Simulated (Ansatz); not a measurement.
# SiGeH4 (singlet): the correlation ladder at distance Ge2–H6 = 1.374 Å, cc-pVDZ

How much of the correlation energy of SiGeH4 (singlet) does each wave-function method recover here?

Method: cc-pVDZ, core rule «outside noble gas», up to 19 orbitals frozen; program: Ansatz 0.2.0, Gaussian basis.

To be run: UHF; CCSD(T) on RHF; CCSD(T) on UHF; BCCD(T) on RHF; CISD; CCSDT(Q) on RHF; CCSDT(Q) on UHF; CASSCF and MRCISD+Q, 2 electrons in 2 orbitals; CASSCF and NEVPT2, 2 electrons in 2 orbitals; CASSCF and MRCISD+Q, 8 electrons in 8 orbitals; CASSCF and NEVPT2, 8 electrons in 8 orbitals.

15 further runs of the same task are left out: 10 that didn't finish, 5 set aside as unsound or not needed.

**1. The geometry**

The geometry derives from a PBE0/def2-TZVP stationary point (not a proven minimum). One bond is set to the value named and the two fragments are kept rigid. No spin-orbit coupling is included. The filled d shell of Ge may be among the frozen orbitals whatever the setting's name suggests; the logs give the count.

6 atoms, charge 0, spin multiplicity 1.

Atoms are counted from 1 here; the program's logs count them from 0.

Bond lengths: Si1–Ge2 2.430 Å, Si1–H3 1.526 Å, Ge2–H4 1.541 Å, Ge2–H5 1.545 Å, Ge2–H6 1.374 Å. Angles: Ge2–Si1–H3 88.8°, Si1–Ge2–H4 114.3°, Si1–Ge2–H5 109.5°, Si1–Ge2–H6 110.7°, H4–Ge2–H5 107.4°, H4–Ge2–H6 107.5°, H5–Ge2–H6 107.0°.

**2. UHF**

in.yaml

```yaml
crystal:
  periodic: [false, false, false]
  atoms:
    - {symbol: Si, position_ang: [-0.001941, -0.092220, 1.768542]}
    - {symbol: Ge, position_ang: [-0.001422, 0.014077, -0.658697]}
    - {symbol: H, position_ang: [0.000746, 1.433498, 1.803560]}
    - {symbol: H, position_ang: [-0.032773, -1.360196, -1.354511]}
    - {symbol: H, position_ang: [1.268566, 0.748690, -1.143216]}
    - {symbol: H, position_ang: [-1.079991, 0.733191, -1.114152]}
basis:
  gaussian: {orbitals: cc-pVDZ}
magnetization: {spin_polarized: true, initial_magnetization: 0}
hamiltonian: {xc: hf}
output: {orbitals: {seedname: orbitals}}
```

Launch:

```console
$ ansatz run in.yaml --threads 1 --pin off --events-out ev --progress --plain --max-ram 2393MiB
```

Further steps of the session: CCSD(T) on RHF; CCSD(T) on UHF; BCCD(T) on RHF; CISD; CCSDT(Q) on RHF; CCSDT(Q) on UHF; CASSCF and MRCISD+Q, 2 electrons in 2 orbitals; CASSCF and NEVPT2, 2 electrons in 2 orbitals; CASSCF and MRCISD+Q, 8 electrons in 8 orbitals; CASSCF and NEVPT2, 8 electrons in 8 orbitals.

Before running them: what should the planned runs give, taken together? Wanted: RCCSDT(Q) below the RHF energy; RMP2 from RCCSDT(Q); UMP2 from RCCSDT(Q); RCCSD from RCCSDT(Q); RCCSD(T) from RCCSDT(Q); UCCSD(T) from RCCSDT(Q); UCCSDT(Q) from RCCSDT(Q); NEVPT2 pair from RCCSDT(Q); NEVPT2 frontier from RCCSDT(Q).

The runs gave:

| quantity | value |
| --- | --- |
| RCCSDT(Q) below the RHF energy | -6.4390 eV |
| RMP2 from RCCSDT(Q) | +142.9 kJ/mol |
| UMP2 from RCCSDT(Q) | +156.1 kJ/mol |
| RCCSD from RCCSDT(Q) | +18.9 kJ/mol |
| RCCSD(T) from RCCSDT(Q) | +3.8 kJ/mol |
| UCCSD(T) from RCCSDT(Q) | +4.8 kJ/mol |
| UCCSDT(Q) from RCCSDT(Q) | 0.0 kJ/mol |
| NEVPT2 pair from RCCSDT(Q) | +136.6 kJ/mol |
| NEVPT2 frontier from RCCSDT(Q) | +133.8 kJ/mol |
| MRCISD+Q frontier from RCCSDT(Q) | +4.0 kJ/mol |
| levels within 1 kcal/mol (43 meV) | RCCSD(T), BCCD(T), RCCSDT, UCCSDT, UCCSDT(Q), MRCISD+Q frontier |
| T1 diagnostic | 0.014 |

**Reading.** RCCSD(T) misses by +3.8 kJ/mol, 0.6 % of the correlation energy. Of the multireference levels listed MRCISD+Q frontier comes nearest in total energy (+4.0 kJ/mol), which doesn't show that its space is the better one. These misses are within one basis, not against nature.
